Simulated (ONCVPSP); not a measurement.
**An ONCV potential for C, from input to tests**

Aim: build the potential from the settings below, then test how well it stands in for the atom: other configurations, scattering, ghost states and the plane-wave cutoff that it needs.

Program: ONCVPSP 4.0.1.1 (patched build). Reference atom: PBEsol, scalar-relativistic, spherical and spin-unpolarised. All values are calculated.

### Step 1. Settings

Typed settings, in words:

```json
{
  "element": "carbon (C, Z = 6)",
  "type": "optimised norm-conserving Vanderbilt (ONCV)",
  "frozen core": "[He]",
  "valence charge": "4",
  "reference configuration": "2s2 2p2",
  "partial waves": "2s: rc 0.90 bohr, ncon 5, nbas 10, qcut 7.4 1/bohr, 2 projectors, debl 3.9 Ha; 2p: rc 2.10 bohr, ncon 4, nbas 7, qcut 7.1 1/bohr, 2 projectors, debl 0.4 Ha; d scattering state at 0.02 Ha: rc 1.60 bohr, ncon 4, nbas 9, qcut 5.6 1/bohr, 2 projectors, debl 3.3 Ha",
  "local potential": "polynomial inside 0.80 bohr (lpopt 2, dvloc0 0 Ha)",
  "core correction": "not asked for"
}
```

The outer shells as boxes (Hund's rule for the drawing; the calculation is spin-unpolarised):

```
[He] core
2s [↑↓]
2p [↑ ][↑ ][  ]
```

The nodes and maxima of the atom's own shells, from an earlier all-electron run, set the scale for the radii.

All-electron outer shells of the reference configuration (PBEsol, scalar-relativistic, ld1.x):

```tsv
shell	level (eV)	outermost node (bohr)	outermost maximum (bohr)
1s	-272.04	–	0.18
2s	-13.65	0.38	1.22
2p	-5.23	–	1.20
```

### Step 2. Generating the potential

C.dat reads:

```
# ATOM AND REFERENCE CONFIGURATION
# atsym  z   nc   nv     iexc    psfile
  C 6.00    1    2  -116133      upf
#
#   n    l    f
    1    0    2.00
    2    0    2.00
    2    1    2.00
#
# PSEUDOPOTENTIAL AND OPTIMIZATION
# lmax
    2
#
#   l,   rc,      ep,       ncon, nbas, qcut
    0    0.90    0.00    5   10    7.40
    1    2.10    0.00    4    7    7.10
    2    1.60    0.02    4    9    5.60
#
# LOCAL POTENTIAL
# lloc, lpopt,  rc(5),   dvloc0
    4    2    0.80    0.00
#
# VANDERBILT-KLEINMAN-BYLANDER PROJECTORs
# l, nproj, debl
    0    2    3.90
    1    2    0.40
    2    2    3.30
#
# MODEL CORE CHARGE
# icmod, fcfact, rcfact
    0    0.00    0.00
#
# LOG DERIVATIVE ANALYSIS
# epsh1, epsh2, depsh
   -2.00    5.00    0.02
#
# OUTPUT GRID
# rlmax, drl
    6.00    0.01
#
# TEST CONFIGURATIONS
# ncnf
    4
# nvcnf
#   n    l    f
    2
    2    0    2.00
    2    1    1.00
#
    2
    2    0    2.00
    2    1    0.00
#
    2
    2    0    1.00
    2    1    0.00
#
    2
    2    0    1.00
    2    1    2.00
#
```

The run is started by

```sh
$ oncvpsp.x < C.dat > C.out
```

Q: Predict the outcome of this session. Wanted: cutoffs for 1 and 0.1 mHa per electron, occupied waves; bound ghosts; GHOST(+) flags; largest test error; largest phase difference near zero energy, channels read.

**Answer**, as computed:

| quantity | value |
| --- | --- |
| cutoffs for 1 and 0.1 mHa per electron, occupied waves | 21 Ha and 312 Ha |
| bound ghosts | none found |
| GHOST(+) flags | s at 1589 eV, s at 3252 eV, s at 5507 eV (1 near or above the test basis's cutoff) |
| largest test error (AE − PS) | +593 meV, for 2s1 2p0 |
| largest phase difference near zero energy, channels read | 0.000 rad |

**Reading.** By total energies transferability is poor: the largest error is 593 meV on 82.8 eV, for 2s1 2p0. That test lies far up in energy; among those under 40 eV, nearer to bonding, the largest error is 270 meV. By its cutoff, 21 Ha for the looser tolerance, it is of middling hardness. The tighter tolerance needs 312 Ha, and converged work needs a cutoff nearer that. At the looser tolerance the 2s wave is the slowest; 2p needs 15 Ha. It is free of bound ghosts as far as tested. Near zero energy the phases of the channels with partial waves agree within 0.001 rad. The program also flags highly localised states, GHOST(+) (s). All of this concerns the isolated atom, not yet a solid.
